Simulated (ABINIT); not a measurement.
Crystal: SiF.

```
Si F
1.0
     1.37338    0.79292    3.99961
    -1.37338    0.79292    3.99961
     0.00000   -1.58585    3.99961
Si F
1 1
Direct
  0.50000 0.50000 0.50000
  0.00000 0.00000 0.00000
```

The cell was built by a generator and needn't be a form met in nature.

The cell isn't the ideal one: cell stretched.

Base run:

```yaml
Program: ABINIT 10.8.3 (patched build)
Functional: BLYP
Potentials_or_basis: PseudoDojo NC SR PBE v0.5 stringent
Cutoff: 1143 eV
k_mesh: 9 × 9 × 9
Occupations: fermi-dirac, width 0.05 eV
Spin: no spin polarisation
```

Its results: band gap on the k mesh none (metal or under the smearing width); pressure -0.2 GPa.

The run is repeated on the same cell with these changes: k mesh from 9 × 9 × 9 to 12 × 12 × 12. What comes out?

Band gap on the k mesh none (metal or under the smearing width); pressure 0.4 GPa.

Caveats: the potentials were made for another functional, which shifts forces and pressure; an odd number of electrons without spin polarisation forces a metal; a magnetic or distorted state may lie lower.
